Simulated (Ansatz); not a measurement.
**Pd: further runs on the relaxed cell**

The task here is to estimate one member of a computed series from the others.

Computed with Ansatz 0.2.0 (DFT PBEsol, scalar-relativistic, plane waves, PAW, unless a step's input says otherwise).

1 further run of the same task is left out (set aside as unsound or not needed).

## The system as given

It takes space group Fm-3m (No. 225, cubic). The conventional cell has a = 3.875 Å, b = 3.875 Å, c = 3.875 Å, α = 90.00°, β = 90.00°, γ = 90.00°. Pd (site symmetry m-3m) has 12 Pd at 2.74 Å in its first shell of neighbours.

Structure file:

```
CELL_PARAMETERS angstrom
0.00000 1.93749 1.93749
1.93749 0.00000 1.93749
1.93749 1.93749 0.00000
ATOMIC_POSITIONS crystal
Pd 0.00000 0.00000 0.00000
```

This cell was relaxed beforehand with the same method: volume 14.55 Å³/atom, gap on the mesh none (metal).

The first run:

input.yaml reads:

```yaml
crystal:
  lattice:
    - [0.0, 1.9374878876, 1.9374878876]
    - [1.9374878876, 0.0, 1.9374878876]
    - [1.9374878876, 1.9374878876, 0.0]
  atoms:
    - { symbol: Pd, position: [0.0, 0.0, 0.0] }
basis:
  ecutwfc: 420
kpoints:
  mp_grid: { grid: [18, 18, 18] }
  band_path:
    path:
      - [[0.0, 0.0, 0.0], [0.5, 0.0, 0.5], [0.625, 0.25, 0.625]]
      - [[0.375, 0.375, 0.75], [0.0, 0.0, 0.0], [0.5, 0.5, 0.5], [0.5, 0.25, 0.75], [0.5, 0.0, 0.5]]
    npoints: 14
hamiltonian:
  xc: pbesol
scf:
  occupations: { method: gaussian, width: 0.1 }
  n_extra_bands: 6
output:
  forces: true
  stress: true
  eigenvalues: true
  populations: true
  dos: { projected: true, de: 0.02, nscf_kmesh: { grid: [27, 27, 27] } }
  bader: true
  write_density: true
  write_potential: true
  elf: true
  volumetric_format: npy
```

On the command line:

```bash
$ ansatz run input.yaml --threads 1 --pin off --max-ram 2560MiB --backend cpu --events-out ev --progress --plain --runs-dir out
```

Among the steps run: Bands, states and charges; Back to the database's cell; Volume × 0.97; Volume × 1.03; Volume × 0.94; The cell scaled to 1.06 of its volume; Point at V/V0 = 0.91; Point at V/V0 = 1.10; Volume × 0.88.

One table of the session follows, with a row left open; its other results are not shown here.

It belongs to the step «Fit of the equation of state». 

| volume (Å³/atom) | energy above the lowest point (meV/atom) | pressure (GPa) |
| --- | --- | --- |
| 12.801 | 174.8 | 36.92 |
| 13.237 | 91.4 | 24.91 |
| 13.673 | ? | ? |
| 14.110 | 8.7 | 6.78 |
| 14.546 | 0.0 | 0.01 |
| 14.982 | 8.1 | -5.58 |
| 15.419 | 30.0 | -10.16 |
| 16.001 | 76.4 | -15.02 |

**Question.** Estimate the row for volume (Å³/atom) = 13.673.

Worked estimate for «energy above the lowest point (meV/atom)». A straight line through the neighbours (13.237, 91.4) and (14.110, 8.7) gives 91.4 + (8.7 − 91.4) × (13.673 − 13.237) / (14.110 − 13.237) = 50.1; a parabola fitted to 4 rows on both sides gives 37.6.

The run gave: energy above the lowest point (meV/atom): 37.7; pressure (GPa): 14.98. In «energy above the lowest point (meV/atom)» the line misses by +12.4 and the parabola by -0.1.
